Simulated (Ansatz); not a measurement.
# BH₃SSeSi: how energies converge with the basis set

One table from this session's results is given with a row withheld; the runs are named, their logs left out.

The runs use Ansatz 0.2.0, Gaussian basis; one geometry, several basis sets.

Plan: PBE0-D4/def2-SVP; ωB97M-V/def2-SVP; PBE0-D4/def2-QZVPP; ωB97M-V/def2-QZVPP; the functionals' def2-TZVPP values are taken from earlier runs.

## The relaxed structure

All runs share one geometry, relaxed beforehand with PBE0-D4 in a triple-zeta def2 set.

7 atoms, charge 0, spin multiplicity 1.

Atoms are counted from 1 here; the program's logs count them from 0.

Bond lengths: B1–S2 1.806 Å, B1–Se4 1.955 Å, B1–H5 1.189 Å, S2–Si3 2.140 Å, Si3–Se4 2.273 Å, Si3–H6 1.483 Å, Si3–H7 1.483 Å. Angles: S2–B1–Se4 114.4°, S2–B1–H5 122.8°, Se4–B1–H5 122.7°, B1–S2–Si3 80.2°, S2–Si3–Se4 91.5°, S2–Si3–H6 113.1°, S2–Si3–H7 113.1°, Se4–Si3–H6 114.2°, Se4–Si3–H7 114.2°, H6–Si3–H7 109.8°, B1–Se4–Si3 73.9°.

Coordinates:

```mol
BH3SSeSi
  3D, bonds by distance, orders not assigned

  7  7  0  0  0  0  0  0  0  0999 V2000
   -1.2782    0.4960   -0.4701 B   0  0
    0.3149    1.1916   -0.9591 S   0  0
    0.9830   -0.3785    0.3331 Si  0  0
   -1.1563   -1.0216    0.7559 Se  0  0
   -2.3162    0.9252   -0.8613 H   0  0
    1.7154    0.1193    1.5224 H   0  0
    1.7988   -1.4000   -0.3668 H   0  0
  1  2  8  0
  2  3  8  0
  3  4  8  0
  1  5  8  0
  3  6  8  0
  3  7  8  0
  1  4  8  0
M  END
```

The first run:

The input, in.yaml:

```yaml
crystal:
  periodic: [false, false, false]
  atoms:
    - {symbol: B, position_ang: [-1.278196, 0.496008, -0.470110]}
    - {symbol: S, position_ang: [0.314905, 1.191563, -0.959084]}
    - {symbol: Si, position_ang: [0.982954, -0.378541, 0.333121]}
    - {symbol: Se, position_ang: [-1.156323, -1.021650, 0.755851]}
    - {symbol: H, position_ang: [-2.316232, 0.925243, -0.861254]}
    - {symbol: H, position_ang: [1.715418, 0.119303, 1.522448]}
    - {symbol: H, position_ang: [1.798775, -1.400027, -0.366773]}
basis:
  gaussian: {orbitals: def2-SVP}
hamiltonian: {xc: pbe0, dispersion: d4}
output: {orbitals: {seedname: orbitals}}
```

Launch:

```sh
> ansatz run in.yaml --threads 2 --pin off --events-out ev --progress --plain --max-ram 4352MiB
```

Among the steps run: PBE0-D4 in def2-SVP; ωB97M-V in def2-SVP; PBE0-D4 in def2-QZVPP; ωB97M-V in def2-QZVPP.

One table of the session follows, with a row left open; its other results are not shown here.

It belongs to the step «Functionals by basis». 

| functional | basis | HOMO (eV) |
| --- | --- | --- |
| PBE0-D4 | def2-SVP | -7.32 |
| PBE0-D4 | def2-TZVPP | -7.36 |
| PBE0-D4 | def2-QZVPP | -7.37 |
| ωB97M-V | def2-SVP | -9.33 |
| ωB97M-V | def2-TZVPP | ? |
| ωB97M-V | def2-QZVPP | -9.41 |

Q: Estimate the row for ωB97M-V, def2-TZVPP from the others.

**Answer.** HOMO (eV): -9.40. In the column «HOMO (eV)» it lies between ωB97M-V, def2-QZVPP (-9.41) and ωB97M-V, def2-SVP (-9.33).
